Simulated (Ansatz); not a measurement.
# interstitial Cu in Si: molecular dynamics

Purpose: to see whether the interstitial stays in its void or moves on. The start is relaxed first. Runs: 300 steps of 2 fs under a Langevin thermostat at 900 K; 240 steps of 3 fs under a Langevin thermostat at 1260 K. The host cell (diamond) has 16 atoms; the extra atom is the last.

All numbers below are computed with Ansatz 0.2.0 (DFT LDA, plane waves, PAW, scalar-relativistic, collinear spin).

## 1. The structure to begin with

The cell holds 17 atoms (CuSi16): a = 7.679 Å, b = 7.679 Å, c = 7.679 Å, α = 60.00°, β = 60.00°, γ = 60.00°.

The coordinates stand in the first input below.

## 2. Preparing the start

input.yaml reads:

```yaml
accuracy: low
crystal:
  lattice:
    - [0.0, 5.43, 5.43]
    - [5.43, 0.0, 5.43]
    - [5.43, 5.43, 0.0]
  atoms:
    - { symbol: Si, position: [0.0, 0.0, 0.0] }
    - { symbol: Si, position: [0.125, 0.125, 0.125] }
    - { symbol: Si, position: [0.0, 0.0, 0.5] }
    - { symbol: Si, position: [0.125, 0.125, 0.625] }
    - { symbol: Si, position: [0.0, 0.5, 0.0] }
    - { symbol: Si, position: [0.125, 0.625, 0.125] }
    - { symbol: Si, position: [0.0, 0.5, 0.5] }
    - { symbol: Si, position: [0.125, 0.625, 0.625] }
    - { symbol: Si, position: [0.5, 0.0, 0.0] }
    - { symbol: Si, position: [0.625, 0.125, 0.125] }
    - { symbol: Si, position: [0.5, 0.0, 0.5] }
    - { symbol: Si, position: [0.625, 0.125, 0.625] }
    - { symbol: Si, position: [0.5, 0.5, 0.0] }
    - { symbol: Si, position: [0.625, 0.625, 0.125] }
    - { symbol: Si, position: [0.5, 0.5, 0.5] }
    - { symbol: Si, position: [0.625, 0.625, 0.625] }
    - { symbol: Cu, position: [0.0592029, 0.3030866, 0.81963], spin: 1.0 }
magnetization:
  spin_polarized: true
basis:
  ecutwfc: 420.0
kpoints:
  mp_grid: { grid: [2, 2, 2] }
hamiltonian:
  xc: lda
  pseudopotentials: { kind: paw, azcp: { folder: soft_1 } }
scf:
  occupations: { method: fermi_dirac, width: 0.02 }
  lower_state_search: "off"
relax:
  f_tol: 0.08
  max_steps: 25
  adjacent_minimum: "off"
output:
  write_density: true
  write_potential: true
  elf: true
  volumetric_format: npy
```

The run is started by

```console
> ansatz run input.yaml --threads 2 --pin off --max-ram 5120MiB --backend cpu --events-out ev --progress --plain --runs-dir out
```

Standard output, cut to the lines that bear on the results:

```text
Warning: <dir> the record states the generating functional pbe (its physics header spells it `PBE`), which answers neither for hamiltonian.xc's functional nor for the lda family's — results may be inconsistent (PPs are generated against a specific XC)
[...]
Warning: RAYON_NUM_THREADS=2 ignored (pool sized by the plan → 2); use --threads N
[...]
Pseudopotentials: kind: paw
Pseudopotential: Si, paw, valence charge 4, recommended cutoff 420 eV (normal), <dir>
Pseudopotential: Cu, paw, valence charge 19, recommended cutoff 420 eV (normal), <dir>
Functional definition: SPW92
[...]
Crystal: 17 atoms, lattice volume = 320.206 Å³
Basis set: ecut = 420 eV, 6231 PW (Γ)
Bands: 59, of which v1, the nominal top of the filled ones, is band 42 counted from 1 (41 counted from 0)
Symmetry: 1 space group operations
Space group: P1 (ITA 1), of the structure as read, at distance tolerance 6.8e-5 Å
Magnetic group: BNS 1.1 (UNI 1), of the structure as read, at distance tolerance 6.8e-5 Å
k-points: 8
[...]
spin-set hold released at iteration 7 (site moments contracting): the magnetisation degrees of freedom join the quasi-Newton model from the next iteration; the mixer history was flushed
[...]
WARN: the starting moments were not kept: the SCF closed with an absolute magnetisation of 8.8e-4 μB, where they sum to 1 μB in size (1 site). That is at most 0.1 of that sum. Measured as dr2_m measures the in/out step, that magnetisation stands 1.7e-8 eV from none, at or under the [...]
relax step   1: F+E_penalty+E_count = -16290.95152237 eV  Δ(F+E_penalty+E_count) = +0.000e0 eV  max|allowed force component| = 1.869e0 eV/Å  Δτ_max = 0.0000 Å  (13 SCF iters, dr2 threshold 1.00e-4 eV, accepted)
[...]
Starting moments: Σ|m| = 1 μB on 1 of 17 sites; this step starts from the density that it was given
[...]
spin=Collinear: Kerker preconditioning applied to the charge; magnetization (m = ρ↑ − ρ↓) channel mixes plain (no charge-response kernel on spin).
[...]
SCF iter   3: F=—  HF=-16291.259317 eV  |F-HF|=—  |Δ(HF+E_count)|=   1.82e-4  Δρ=2.13e-3 (↑2.12e-3 ↓2.13e-3)  dr2=3.48e-2  dr2_m=4.62e-6  M=-0.000 μB ∫|m|=0.001 μB  β_m=0.46  ethr=4.13e-5  ⟨swp⟩=3.0  Hψ=1684  notcnv=0  defer=150
[...]
```

## 3. The log goes on: start relaxed

Output, continued:

```text
the starting moments were not kept: the SCF closed with an absolute magnetisation of 2.7e-5 μB, where they sum to 1 μB in size (1 site). That is at most 0.1 of that sum. Measured as dr2_m measures the in/out step, that magnetisation stands 1.0e-10 eV from none, at or under the dr2_threshold of 1.0e-4 eV: it is no larger than a step whose dr2_m would equal this threshold.
relax step   2: F+E_penalty+E_count = -16291.25131306 eV  Δ(F+E_penalty+E_count) = -2.998e-1 eV  max|allowed force component| = 8.246e-1 eV/Å  Δτ_max = 0.0784 Å  (6 SCF iters, dr2 threshold 1.00e-4 eV, accepted)
preconditioner: auto → Resta (q_TF=auto, 2.179 Å⁻¹)  ε∞=6.2  [insulator: Δε(μ)=0.186 eV  Ē_g=7.861 eV  σ=0.020 eV  W_gap=0.64  n_scr=58 (ndim 8)  ℏωp=18.0 eV  f_vac=0.000  D(μ)=8.30/eV (n_scr^D=58)  ε∞_Penn≈6.2]
spin=Collinear: Resta preconditioning applied to the charge; magnetization (m = ρ↑ − ρ↓) channel mixes plain (no charge-response kernel on spin).
the starting moments were not kept: the SCF closed with an absolute magnetisation of 1.8e-5 μB, where they sum to 1 μB in size (1 site). That is at most 0.1 of that sum. Measured as dr2_m measures the in/out step, that magnetisation stands 6.4e-12 eV from none, at or under the dr2_threshold of 4.2e-5 eV: it is no larger than a step whose dr2_m would equal this threshold.
relax step   3: F+E_penalty+E_count = -16291.34864006 eV  Δ(F+E_penalty+E_count) = -9.733e-2 eV  max|allowed force component| = 1.619e-1 eV/Å  Δτ_max = 0.0690 Å  (7 SCF iters, dr2 threshold 4.25e-5 eV, accepted)
preconditioner: auto → Resta (q_TF=auto, 2.179 Å⁻¹)  ε∞=6.2  [insulator: Δε(μ)=0.155 eV  Ē_g=7.862 eV  σ=0.020 eV  W_gap=0.64  n_scr=58 (ndim 8)  ℏωp=18.0 eV  f_vac=0.000  D(μ)=8.35/eV (n_scr^D=58)  ε∞_Penn≈6.2]
spin=Collinear: Resta preconditioning applied to the charge; magnetization (m = ρ↑ − ρ↓) channel mixes plain (no charge-response kernel on spin).
the starting moments were not kept: the SCF closed with an absolute magnetisation of 1.1e-5 μB, where they sum to 1 μB in size (1 site). That is at most 0.1 of that sum. Measured as dr2_m measures the in/out step, that magnetisation stands 2.7e-12 eV from none, at or under the dr2_threshold of 1.0e-7 eV: it is no larger than a step whose dr2_m would equal this threshold.
relax step   4: F+E_penalty+E_count = -16291.35557227 eV  Δ(F+E_penalty+E_count) = -6.932e-3 eV  max|allowed force component| = 1.934e-2 eV/Å  Δτ_max = 0.0314 Å  (7 SCF iters, accepted)
NSCF: frozen V_eff on 8 k-points
the band table was solved once a step of the walk had ended and its energy, with any forces and stress, was formed, with the checks that follow a solve (5839 applications of the Hamiltonian). They found nothing against the state; the energy, forces and stress were not computed again (output.eigenvalues in the input reference)
Magnetization: 0.0000 μB (41.5000 up, 41.5000 down)
Absolute magnetization: 0.0000 μB (∫|ρ↑−ρ↓|, with the PAW one-centre terms)
Spin contamination: 0.0000 ħ² per cell (⟨S²⟩ above its minimum at these occupations)
Per-site moments (μB) at R_I (Å): [(1.7503419256537124e-7, 0.9591684433323727), (1.7815061377474233e-7, 0.9596673023570834), (2.832362291524968e-7, 0.9596673023570834), (1.8054938583616155e-7, 0.9596735218618321), (1.612232395957539e-7, 0.9592063242987738), (2.995138380550621e-7, 0.9591684433323727), (1.5506066400031754e-7, 0.9592079337953358), (1.502147342627805e-7, 0.9597100130564278), (7.066356870164167e-8, 0.9628805904596022), (7.28123581899953e-8, 0.9629318691934418), (6.591539880430784e-8, 0.9628778955713602), (2.294360447823865e-8, 0.9624081146957624), (1.9698501904685857e-8, 0.9626640268905331), (7.30197951677568e-8, 0.9629335864343233), (7.450874733480726e-8, 0.9628858589646496), (7.476308278750249e-8, 0.9629370150270546), (2.9703919087828178e-8, 0.9637517358784122)]
Free energy (F): -16291.355572 eV
Harris-Foulkes:  -16291.355572 eV  (|F-HF|=3.30e-8)
Internal energy: -16291.346030 eV  (E = F + TS)
E sigma→0 (E₀):  -16291.350801 eV
Entropy (-TS):   -0.009543 eV (-0.561 meV/atom)
Fermi energy:    7.340238 eV
--- Per-component energies (eV) ---
[...]
  E_band       = -460.301606
  E_kinetic    = 927.407236
  E_local      = -8335.339896  (includes V_loc(G=0)·N_el)
  E_nonlocal   = 1274.681640
  E_hartree    = 3657.573639
  E_xc         = -968.493632
  E_vxc        = -862.890758  (∫ρ·V_xc dr)
  E_paw        = -9507.775072  (= ΣΔE_a)
  E_vpaw       = -779.329891  (= ΣTr[D̂ρ^β])
  E_aug_tail   = 0.001414  (compensation charges beyond the density's cutoff)
  E_ewald      = -3341.200312
  E_core_change = 1.798954  (= ΣΔE_core)
  E_smearing   = -0.009543  (= −TS)
  E_closure    = 0.000000  (closes the sum)
  Σ components = -16291.355572   (vs F -16291.355572, Δ=0.00e0)
--- Forces (eV/Å), atoms counted from 1 ---
  atom   1  Si     0.00500235    -0.00479841     0.00073628
  atom   2  Si    -0.00427549    -0.00047908     0.00318349
  atom   3  Si     0.01879305    -0.01875469    -0.01903226
  atom   4  Si     0.00032590     0.00417145     0.00303958
  atom   5  Si     0.00031482    -0.00371024    -0.00522633
  atom   6  Si    -0.01933663     0.01933295     0.01925394
  atom   7  Si     0.00386208    -0.00036185    -0.00519388
  atom   8  Si    -0.00343770     0.00349861     0.00059019
  atom   9  Si    -0.00478062    -0.00288497     0.00466797
  atom  10  Si     0.00442096    -0.00444525     0.00273477
  atom  11  Si     0.00289742     0.00483296     0.00467543
  atom  12  Si    -0.00271554     0.00279915     0.00230992
  atom  13  Si     0.00265685    -0.00265612    -0.00310039
  atom  14  Si    -0.00261709    -0.00442027    -0.00451448
  atom  15  Si    -0.00469641     0.00474872    -0.00271069
  atom  16  Si     0.00438121     0.00257477    -0.00450791
  atom  17  Cu    -0.00078853     0.00054251     0.00311439
  max |Σ_I F_I| component: 2.00e-5 eV/Å
--- Band table (eV; the first three rows and the last of 16) ---
  k-point 0 ↑: bands = ["-106.0981", "-64.0151", "-64.0151", "-63.7325", "-5.4271", "-3.1011", "-3.0148", "-3.0147", "-2.9642", "-1.4941", "-1.3049", "-1.3048", "-1.1891", "-1.1884", "-1.1884", "-0.6881", "-0.3616", "-0.3590", "-0.3590", "2.2219", "2.2219", "2.6415", "2.6562", "2.6562", "3.6071", "3.6071", "3.9578", "4.1215", "4.1645", "4.1645", "5.2928", "5.2928", "5.4343", "5.4915", "5.4915", "5.6525", "5.7641", "5.7641", "6.4112", "6.6636", "6.8445", "6.9480", "6.9481", "7.3303", "7.3303", "7.5432", "7.5432", "8.0439", "8.0645", "8.3382", "8.3382", "8.9197", "8.9198", "9.2494", "9.7639", "9.8322", "9.8323", "9.8612", "9.9953"]
  k-point 1 ↑: bands = ["-106.0982", "-64.0151", "-64.0151", "-63.7325", "-4.7215", "-4.5053", "-2.8806", "-2.7412", "-2.6147", "-2.6098", "-2.5398", "-2.5050", "-0.1360", "0.0223", "0.0299", "0.1395", "0.3183", "0.3915", "1.4415", "2.3436", "2.4071", "2.5347", "2.6333", "2.6792", "2.8995", "2.9865", "3.0262", "3.1588", "3.1645", "3.5377", "4.0778", "4.3393", "4.4120", "4.5231", "4.7077", "4.7151", "4.8952", "5.8613", "5.8752", "6.0083", "6.1957", "7.4832", "7.8435", "7.8962", "8.1055", "8.1795", "8.2757", "8.5568", "8.7250", "9.9519", "10.1335", "10.2080", "10.3511", "10.7570", "10.7634", "11.0109", "11.0599", "11.0851", "11.1350"]
  k-point 2 ↑: bands = ["-106.0982", "-64.0151", "-64.0151", "-63.7325", "-4.7214", "-4.5053", "-2.8806", "-2.7412", "-2.6147", "-2.6098", "-2.5398", "-2.5050", "-0.1361", "0.0224", "0.0298", "0.1395", "0.3184", "0.3915", "1.4415", "2.3436", "2.4072", "2.5347", "2.6333", "2.6792", "2.8996", "2.9865", "3.0262", "3.1588", "3.1645", "3.5376", "4.0778", "4.3393", "4.4120", "4.5231", "4.7077", "4.7151", "4.8952", "5.8613", "5.8751", "6.0083", "6.1956", "7.4832", "7.8435", "7.8962", "8.1055", "8.1795", "8.2757", "8.5568", "8.7250", "9.9520", "10.1335", "10.2079", "10.3511", "10.7567", "10.7637", "11.0108", "11.0600", "11.0851", "11.1350"]
  k-point 7 ↓: bands = ["-106.0982", "-64.0151", "-64.0151", "-63.7325", "-4.7215", "-4.5053", "-2.8805", "-2.7412", "-2.6147", "-2.6098", "-2.5398", "-2.5050", "-0.1360", "0.0223", "0.0299", "0.1395", "0.3183", "0.3915", "1.4415", "2.3436", "2.4071", "2.5347", "2.6333", "2.6792", "2.8995", "2.9865", "3.0262", "3.1588", "3.1645", "3.5377", "4.0778", "4.3393", "4.4120", "4.5231", "4.7077", "4.7151", "4.8952", "5.8613", "5.8752", "6.0083", "6.1956", "7.4832", "7.8435", "7.8962", "8.1055", "8.1795", "8.2757", "8.5568", "8.7250", "9.9519", "10.1335", "10.2080", "10.3511", "10.7570", "10.7634", "11.0109", "11.0599", "11.0851", "11.1350"]
--- Relaxed structure (4 steps of the walk, 4 accepted, 0 SCFs on fresh bases) ---
  F+E_penalty+E_count = -16291.35557227 eV   max|allowed force component| = 1.934e-2 eV/Å
  atoms:
    - { symbol: Si, position: [0.0021844697125426313, -0.015227472083459807, 0.006565232521578053] }
    - { symbol: Si, position: [0.1226698926273614, 0.11843014846769474, 0.13960539671551292] }
    - { symbol: Si, position: [-0.02755996976805431, 0.008553856727225353, 0.5095514225173036] }
    - { symbol: Si, position: [0.1226739153811727, 0.11843227723528563, 0.6193872834152075] }
    - { symbol: Si, position: [0.002172447461783189, 0.5055853834088666, 0.006529401101728671] }
    - { symbol: Si, position: [0.15286434725082504, 0.6150637088847415, 0.11608207151706373] }
    - { symbol: Si, position: [0.002176135013356617, 0.5055807668185908, 0.4858059264528529] }
    - { symbol: Si, position: [0.12266443288545614, 0.6385903438048003, 0.6194176791346159] }
    - { symbol: Si, position: [0.4948529344849918, -0.001449159428576402, 0.0072020541588874165] }
    - { symbol: Si, position: [0.6299851859757502, 0.11732247832182346, 0.12638927311864384] }
    - { symbol: Si, position: [0.4948562205313425, -0.0014517762430207026, 0.4994800013834425] }
    - { symbol: Si, position: [0.6003345014247718, 0.13262612924007544, 0.6335625150401143] }
    - { symbol: Si, position: [0.5250688206259478, 0.4910435305805062, -0.008010896736409645] }
    - { symbol: Si, position: [0.6299704533590166, 0.6254560019451391, 0.12639010319882427] }
    - { symbol: Si, position: [0.494851380680665, 0.506260115453586, 0.4994884451775319] }
    - { symbol: Si, position: [0.6299727414877992, 0.6254526520410978, 0.6182741760963447] }
    - { symbol: Cu, position: [0.05946499086527243, 0.31281761482562453, 0.813909915186758] }
```

Run time: 76 s. Hardware: 2 threads of Arm Neoverse N1, shared host; peak memory 0.69 GiB.

The steps of the relaxation:

```csv
step,energy from step 1 (eV/cell),largest force component (eV/Å)
1,0.0000,1.8690
2,-0.2998,0.8246
3,-0.3971,0.1619
4,-0.4041,0.0193
```

Step 1 is the start.

The largest move, 0.17 Å, is shared by several atoms, Si6 among them.

## 4. Run 1

300 steps of 2 fs under a Langevin thermostat at 900 K, from the relaxed start.

input.yaml reads:

```yaml
accuracy: low
crystal:
  lattice:
    - [0.0, 5.43, 5.43]
    - [5.43, 0.0, 5.43]
    - [5.43, 5.43, 0.0]
  atoms:
    - { symbol: Si, position: [0.00218447, -0.01522747, 0.00656523] }
    - { symbol: Si, position: [0.12266989, 0.11843015, 0.1396054] }
    - { symbol: Si, position: [-0.02755997, 0.00855386, 0.50955142] }
    - { symbol: Si, position: [0.12267392, 0.11843228, 0.61938728] }
    - { symbol: Si, position: [0.00217245, 0.50558538, 0.0065294] }
    - { symbol: Si, position: [0.15286435, 0.61506371, 0.11608207] }
    - { symbol: Si, position: [0.00217614, 0.50558077, 0.48580593] }
    - { symbol: Si, position: [0.12266443, 0.63859034, 0.61941768] }
    - { symbol: Si, position: [0.49485293, -0.00144916, 0.00720205] }
    - { symbol: Si, position: [0.62998519, 0.11732248, 0.12638927] }
    - { symbol: Si, position: [0.49485622, -0.00145178, 0.49948] }
    - { symbol: Si, position: [0.6003345, 0.13262613, 0.63356252] }
    - { symbol: Si, position: [0.52506882, 0.49104353, -0.0080109] }
    - { symbol: Si, position: [0.62997045, 0.625456, 0.1263901] }
    - { symbol: Si, position: [0.49485138, 0.50626012, 0.49948845] }
    - { symbol: Si, position: [0.62997274, 0.62545265, 0.61827418] }
    - { symbol: Cu, position: [0.05946499, 0.31281761, 0.81390992] }
magnetization:
  spin_polarized: true
basis:
  ecutwfc: 420.0
kpoints:
  mp_grid: { grid: [2, 2, 2] }
hamiltonian:
  xc: lda
  pseudopotentials: { kind: paw, azcp: { folder: soft_1 } }
scf:
  occupations: { method: fermi_dirac, width: 0.02 }
  lower_state_search: "off"
md:
  timestep: 2
  n_steps: 300
  ensemble: nvt_langevin
  temperature: 900.0
  initial_velocities: maxwell_boltzmann
  seed: 691489
  friction: 0.005
```

The run is started by

```console
> ansatz run input.yaml --threads 2 --pin off --max-ram 5120MiB --backend cpu --events-out ev --progress --plain --runs-dir out
```

Standard output, cut to the lines that bear on the results:

```text
Warning: md: disabling space-group detection — thermal motion breaks the input geometry's symmetry, so no spatial operation reduces the k-mesh or symmetrises the density; time reversal is kept, so that k and −k are solved as one point where they differ and the mesh holds both, and exact [...]
Warning: <dir> the record states the generating functional pbe (its physics header spells it `PBE`), which answers neither for hamiltonian.xc's functional nor for the lda family's — results may be inconsistent (PPs are generated against a specific XC)
[...]
Warning: RAYON_NUM_THREADS=2 ignored (pool sized by the plan → 2); use --threads N
[...]
Pseudopotentials: kind: paw
[...]
Symmetry: 1 space group operations
k-points: 8
[...]
SCF iter   1: F=—  HF=-16296.151164 eV  |F-HF|=—  |Δ(HF+E_count)|=         —  Δρ=6.11e-2 (↑6.11e-2 ↓6.11e-2)  dr2=3.78e1  dr2_m=0.00e0  M=0.000 μB ∫|m|=0.000 μB  β_m=0.30  ethr=3.10e-3  ⟨swp⟩=9.9  Hψ=2751  notcnv=0  defer=13
[...]
spin=Collinear: Resta preconditioning applied to the charge; magnetization (m = ρ↑ − ρ↓) channel mixes plain (no charge-response kernel on spin).
[...]
md step     0: t =     0.00 fs  T =   847.1 K  F+E_penalty+E_count = -16291.35557226 eV  E_kin = 1.861344 eV  (16 SCF iters)
[...]
md step     1: t =     2.00 fs  T =   885.8 K  F+E_penalty+E_count = -16291.32368731 eV  E_kin = 1.946481 eV  (7 SCF iters)
[...]
md step     2: t =     4.00 fs  T =   832.6 K  F+E_penalty+E_count = -16291.23017997 eV  E_kin = 1.829470 eV  (7 SCF iters)
```

## 5. The output, continued: dynamics from the start

Output, continued, cut to the lines that bear on the results:

```text
[... from here on, the SCF cycles and remarks between the steps are left out ...]
md step     3: t =     6.00 fs  T =   773.5 K  F+E_penalty+E_count = -16291.08573732 eV  E_kin = 1.699701 eV  (7 SCF iters)
[...]
md step    22: t =    44.00 fs  T =   685.2 K  F+E_penalty+E_count = -16290.49946865 eV  E_kin = 1.505660 eV  (7 SCF iters)
[...]
  atom   3  Si     0.92187569     0.35355002    -0.12496663
  atom   4  Si    -0.21506511    -1.24175597    -0.59746875
  atom   5  Si     0.44575777    -1.89152240    -0.10797026
  atom   6  Si     1.43703147    -0.20665702    -0.10641412
  atom   7  Si    -0.72234359     1.25568613     0.84258798
  atom   8  Si    -1.44804108     0.13420823    -0.43460872
[...]
--- MD trajectory: 300 steps, t = 0.0 → 600.0 fs ---
  final state: T = 1106.2 K   F+E_penalty+E_count = -16289.46301929 eV   E_kin = 2.430725 eV
```

Run time: 36 min. Hardware: 2 threads of Arm Neoverse N1, shared host; peak memory 0.66 GiB.

## 6. The trajectory

One step in 22; energies are changes from step 0; msd is the mean square displacement from the start, the centre of mass held:

```csv
time (fs),T (K),potential energy change (meV/atom),msd Cu (Å²),msd Si (Å²)
0.0,847,0.0,0.000,0.000
44.0,685,50.4,0.041,0.032
88.0,568,91.1,0.056,0.056
132.0,727,97.8,0.134,0.047
176.0,660,97.2,0.350,0.056
220.0,705,89.5,0.477,0.071
264.0,700,76.5,0.397,0.063
308.0,677,97.6,0.230,0.065
352.0,675,114.2,0.129,0.085
396.0,571,126.1,0.149,0.107
440.0,574,126.3,0.074,0.106
484.0,941,122.5,0.060,0.061
528.0,779,138.4,0.122,0.078
572.0,846,114.6,0.203,0.087
600.0,1106,111.3,0.275,0.104
```

time (fs), T (K) and a bar:
```
      0.0        847 ####################
     26.0        347 
     52.0        635 ###########
     78.0        473 #####
    104.0        908 ######################
    130.0        684 #############
    156.0        832 ###################
    182.0        647 ############
    208.0        592 ##########
    234.0        570 #########
    260.0        762 ################
    286.0        860 ####################
    314.0        791 ##################
    340.0        856 ####################
    366.0        805 ##################
    392.0        656 ############
    418.0        798 ##################
    444.0        610 ##########
    470.0        963 ########################
    496.0       1104 ##############################
    522.0        729 ###############
    548.0       1067 ############################
    574.0        892 ######################
    600.0       1106 ##############################
```

Pair distribution over the second half of the run:

```csv
r (Å),g Si–Si,g Si–Cu
0.68,0.00,0.00
0.84,0.00,0.00
1.00,0.00,0.00
1.16,0.00,0.00
1.32,0.00,0.00
1.48,0.00,0.00
1.64,0.00,0.00
1.80,0.00,0.00
1.96,0.00,0.08
2.12,0.34,1.58
2.28,3.55,3.60
2.44,2.98,2.62
2.60,0.63,2.04
2.76,0.07,0.79
2.92,0.00,0.53
3.08,0.00,0.98
```

First peaks of g(r) that rise above 1 (not always the tallest), and, where a minimum follows, the mean number of second-named atoms round a first-named one up to the next minimum:

```csv
pair,peak (Å),height,minimum (Å),neighbours
Si–Si,2.36,4.2,-,-
Si–Cu,2.28,3.6,2.84,0.4
```

Maxima of the velocity power spectrum (cm⁻¹, relative height; resolution about 110 cm⁻¹): 100 (100), 360 (95), 460 (94).

(Part 1 of 2 ends here.)
